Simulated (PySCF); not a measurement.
**One shape, several levels: C2H6BFS (SMILES BSC(C)F)**

Wanted: a comparison of 6 runs (HF/3-21G, HF/def2-SVP, B3LYP/6-31G*, PBE/cc-pVDZ, TPSSh/def2-SVPD) of C2H6BFS. Input form: a Python script.

The results are computed with PySCF 2.14.0.

### 1 The system as given

C2H6BFS: 11 atoms, total charge 0, spin state singlet. As SMILES, `BSC(C)F`. Geometry: relaxed at GFN2-xTB. This is one conformer, not always the lowest.

Bond lengths: B1–S2 1.748 Å, S2–C3 1.854 Å, C3–C4 1.512 Å, C3–F5 1.369 Å, B1–H6 1.165 Å, B1–H7 1.165 Å, C3–H8 1.096 Å, C4–H9 1.087 Å, C4–H10 1.088 Å, C4–H11 1.085 Å. Some angles: B1–S2–C3 103.1°, S2–C3–C4 110.3°, S2–C3–F5 109.0°, C4–C3–F5 110.1°, S2–B1–H6 120.2°, S2–B1–H7 116.6°, S2–C3–H8 107.9°, C4–C3–H8 112.7°, F5–C3–H8 106.6°, C3–C4–H9 109.6°.

### 2 Energy and gradient at HF/3-21G (run 1)

Input file input.py:

```python
import pyscf.grad
from pyscf import gto, scf

mol = gto.M(
    atom='''
B     -1.327400     3.698761     2.218765
S      0.167505     2.490697    -0.466819
C      0.064761    -0.972000     0.055785
C      1.303722    -2.342429    -2.124336
F     -2.402484    -1.714511     0.286709
H     -2.040470     2.336420     3.795609
H     -1.542678     5.887839     2.327047
H      0.975363    -1.370316     1.871793
H      0.313298    -1.902501    -3.868950
H      1.231610    -4.372184    -1.804311
H      3.256754    -1.739757    -2.291293
''',
    unit='bohr',
    spin=0,
    max_memory=1860,
    basis='3-21g',
    verbose=4,
)

myscf = scf.RHF(mol)
myscf.conv_tol = 1e-10
myscf.kernel()
if not myscf.converged:
    myscf = myscf.newton().run(myscf.mo_coeff, myscf.mo_occ)

etot = myscf.e_tot
print(f'total energy: {etot:.8f} hartree')
grad = myscf.Gradients().kernel()
myscf.analyze()
```

The run is started by

```console
$ OMP_NUM_THREADS=1 python input.py
```

The log of the run:

```text
PySCF version 2.14.0

[... 89 lines left out ...]
MO #1   energy= -91.3144784101423  occ= 2
[... 11 lines left out ...]
MO #13  energy= -0.849503269552955 occ= 2
[... 11 lines left out ...]
MO #25  energy= 0.091258521370281  occ= 0
[... 11 lines left out ...]
MO #37  energy= 0.608753470157529  occ= 0
[... 11 lines left out ...]
MO #49  energy= 1.26531438363325   occ= 0
[... 11 lines left out ...]
MO #61  energy= 4.02444989205721   occ= 0
[... 75 lines left out ...]
Dipole moment(X, Y, Z, Debye):  1.58045, -1.00304,  0.53371
```

Run time: 3.6 s. Hardware: 1 thread of Intel Xeon Platinum 8375C at 2.90GHz (Ice Lake), shared host; peak memory 0.13 GiB.

### 3 Energy and forces at HF/def2-SVP (run 2)

Input file job.py:

```python
from pyscf import gto

mol = gto.Mole()
mol.atom = '''
B     -0.702430     1.957300     1.174120
S      0.088640     1.318020    -0.247030
C      0.034270    -0.514360     0.029520
C      0.689900    -1.239560    -1.124150
F     -1.271340    -0.907280     0.151720
H     -1.079770     1.236380     2.008550
H     -0.816350     3.115710     1.231420
H      0.516140    -0.725140     0.990510
H      0.165790    -1.006760    -2.047360
H      0.651740    -2.313660    -0.954800
H      1.723400    -0.920640    -1.212500
'''
mol.verbose = 4
mol.basis = 'def2-svp'
mol.max_memory = 1860
mol.build()

calc0 = mol.RHF()
calc0.conv_tol = 1e-10
calc0.kernel()
if not calc0.converged:
    calc0 = calc0.newton().run(calc0.mo_coeff, calc0.mo_occ)

etot = calc0.e_tot
print(f'total energy: {etot:.8f} hartree')
grad = calc0.nuc_grad_method().kernel()
calc0.analyze()
```

The run is started by

```console
$ OMP_NUM_THREADS=1 python job.py
```

The log of the run:

```text
PySCF version 2.14.0

[... 99 lines left out ...]
MO #9   energy= -6.64561075716592  occ= 2
[... 18 lines left out ...]
MO #28  energy= 0.21929982782466   occ= 0
[... 18 lines left out ...]
MO #47  energy= 0.833929271455286  occ= 0
[... 18 lines left out ...]
MO #66  energy= 1.50401978181416   occ= 0
[... 18 lines left out ...]
MO #85  energy= 2.30244311594633   occ= 0
[... 18 lines left out ...]
MO #104 energy= 4.2141519587815    occ= 0
[... 118 lines left out ...]
Dipole moment(X, Y, Z, Debye):  1.70129, -0.89445,  0.08997
```

It took 12 s on 1 thread of Intel Xeon Platinum 8375C at 2.90GHz (Ice Lake), shared host; peak memory 0.23 GiB.

### 4 Energy and forces at B3LYP/6-31G(d) (spherical functions) (run 3)

Input file start.xyz:

```xyz
11
C2H6BFS
B     -0.702430     1.957300     1.174120
S      0.088640     1.318020    -0.247030
C      0.034270    -0.514360     0.029520
C      0.689900    -1.239560    -1.124150
F     -1.271340    -0.907280     0.151720
H     -1.079770     1.236380     2.008550
H     -0.816350     3.115710     1.231420
H      0.516140    -0.725140     0.990510
H      0.165790    -1.006760    -2.047360
H      0.651740    -2.313660    -0.954800
H      1.723400    -0.920640    -1.212500
```

Input file calc.py:

```python
# BSC(C)F
import pyscf.grad
from pyscf import gto, dft

mol = gto.Mole()
mol.atom = 'start.xyz'
mol.basis = '6-31g*'
mol.charge = 0
mol.verbose = 4
mol.max_memory = 1860
mol.build()

ks = dft.RKS(mol, xc='b3lyp')
ks.conv_tol = 1e-10
ks.grids.level = 5
ks.kernel()
if not ks.converged:
    ks = ks.newton().run(ks.mo_coeff, ks.mo_occ)

energy = ks.e_tot
print('E(%s) = %.9f' % ('B3LYP', energy))
grad = ks.Gradients().kernel()
dip = ks.dip_moment()
pop, q = ks.mulliken_pop()
```

The run is started by

```console
$ OMP_NUM_THREADS=1 python calc.py
```

The log of the run:

```text
PySCF version 2.14.0

[... 79 lines left out ...]
converged SCF energy = -602.70751461233
[... 13 lines left out ...]
Dipole moment(X, Y, Z, Debye):  1.42323, -1.19795, -0.11576
[... 98 lines left out ...]
charge of   10H =      0.16784
```

It took 37 s on 1 thread of Intel Xeon Platinum 8375C at 2.90GHz (Ice Lake), shared host; peak memory 0.84 GiB.

Runs 4 to 5 aren't shown in full; the table further down has their settings and results.

### 5 Energy and forces at TPSSh/def2-SVPD (run 6)

Input file calc.py:

```python
from pyscf import gto, dft

mol = gto.Mole()
mol.atom = '''
B     -0.702430     1.957300     1.174120
S      0.088640     1.318020    -0.247030
C      0.034270    -0.514360     0.029520
C      0.689900    -1.239560    -1.124150
F     -1.271340    -0.907280     0.151720
H     -1.079770     1.236380     2.008550
H     -0.816350     3.115710     1.231420
H      0.516140    -0.725140     0.990510
H      0.165790    -1.006760    -2.047360
H      0.651740    -2.313660    -0.954800
H      1.723400    -0.920640    -1.212500
'''
mol.verbose = 4
mol.max_memory = 1860
mol.basis = 'def2-svpd'
mol.build()

mf = dft.RKS(mol, xc='tpssh')
mf.conv_tol = 1e-10
mf.grids.level = 5
mf.kernel()
if not mf.converged:
    mf = mf.newton().run(mf.mo_coeff, mf.mo_occ)

energy = mf.e_tot
print('E(%s) = %.9f' % ('TPSSH', energy))
grad = mf.nuc_grad_method().kernel()
mf.analyze()
```

The run is started by

```console
$ OMP_NUM_THREADS=1 python calc.py
```

The log of the run:

```text
PySCF version 2.14.0

[... 118 lines left out ...]
MO #18  energy= -0.404233400078587 occ= 2
[... 27 lines left out ...]
MO #46  energy= 0.204607441118285  occ= 0
[... 27 lines left out ...]
MO #74  energy= 0.458730088741044  occ= 0
[... 27 lines left out ...]
MO #102 energy= 0.982217141992986  occ= 0
[... 27 lines left out ...]
MO #130 energy= 1.91051912158821   occ= 0
[... 27 lines left out ...]
MO #158 energy= 3.92005600320018   occ= 0
[... 172 lines left out ...]
Dipole moment(X, Y, Z, Debye):  1.60094, -1.17763, -0.21132
```

Run time: 1.9 min. Hardware: 1 thread of Intel Xeon Platinum 8375C at 2.90GHz (Ice Lake), shared host; peak memory 2 GiB.

### 6 The series

```
run                               level  integration grid  Cartesian functions  energy (Eh)  dipole moment (D)  HOMO energy (eV)  LUMO energy (eV)  wall time
  1                            HF/3-21G                 –                   no  -597.795440               1.95            -10.95              2.48      3.6 s
  2                         HF/def2-SVP                 –                   no  -600.605852               1.92            -10.80              2.48       12 s
  3  B3LYP/6-31G* (spherical functions)                 5                   no  -602.707515               1.86             -7.76             -1.06       37 s
  4  B3LYP/6-31G* (Cartesian functions)                 5                  yes  -602.713414               1.86             -7.76             -1.06       38 s
  5                         PBE/cc-pVDZ                 5                   no  -602.292309               1.98             -6.88             -2.01       49 s
  6                     TPSSh/def2-SVPD                 5                   no  -602.485484               2.00             -7.64             -1.67    1.9 min
```

### 7 Outcome

| quantity | value |
| --- | --- |
| run 6: total energy | -602.48548 Eh |
| run 6: dipole moment | 2.00 D |
| run 6: HOMO energy | -7.64 eV |
| run 6: LUMO energy | -1.67 eV |
| run 6: HOMO–LUMO gap | 5.97 eV |
| run 6: largest force on an atom | 0.880 eV/Å |

In words: The dipole moment (its size) runs from 1.86 D (B3LYP/6-31G*) to 2.00 D (TPSSh/def2-SVPD). The two ends differ in method and basis. The HOMO–LUMO gap runs from 4.87 eV (PBE/cc-pVDZ) to 13.44 eV (HF/3-21G). Totals of different functionals can't be ranked against each other. All runs together took 4.3 min, the longest 1.9 min.
